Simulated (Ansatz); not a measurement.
The system is Ge2Sb2Te5.

```xyz
9
Lattice="6.8391 -3.0660 0.0000 6.8391 3.0660 0.0000 -6.8310 0.0000 6.8476" Properties=species:S:1:pos:R:3 pbc="T T T"
Te    5.4948    0.0000    2.6461
Te    9.5385    0.0000    1.3429
Te    0.0699    0.0000    0.0441
Te   -2.7069    0.0000    5.5452
Te    1.3918    0.0000    4.0888
Sb    8.3181    0.0000    4.0255
Sb   -1.3207    0.0000    2.8579
Ge    2.6055    0.0000    1.2862
Ge    6.7274    0.0000    0.0756
```

The cell comes from a database or a generator and needn't be the stable form of this composition.

Base run:

```yaml
Program: Ansatz 0.2.0
Functional: PBE
Potentials_or_basis: Ansatz PAW
Cutoff: 420 eV
Density_cutoff: 1680 eV
k_mesh: 5 × 5 × 4
Occupations: fermi-dirac, width 0.05 eV
Spin: no spin polarisation
```

Its results: band gap on the k mesh 0.26 eV, indirect (least direct gap 0.33 eV); pressure -0.1 GPa; largest force 0.196 eV/Å.

Q: After a change of settings the same cell gave: band gap on the k mesh 0.26 eV, indirect (least direct gap 0.34 eV); pressure -1.0 GPa; largest force 0.299 eV/Å. Which change was it?
A. functional from PBE to revPBE
B. functional from PBE to PBEsol
C. functional from PBE to BLYP; k mesh from 5 × 5 × 4 to 4 × 4 × 3
D. functional from PBE to r2SCAN; cutoff from 420 eV to 500 eV; density cutoff from 1680 eV to 2000 eV

A: D.

Caveats: the k mesh misses the band edges, so the gap on the mesh is wider than the one along the path; spin-orbit coupling is left out, which moves the levels of the heavy elements; the PAW data sets come from PBE, with cores solved anew for the run's functional, which leaves a small shift of forces and pressure (some runs).

Not every run made on this cell is shown here.
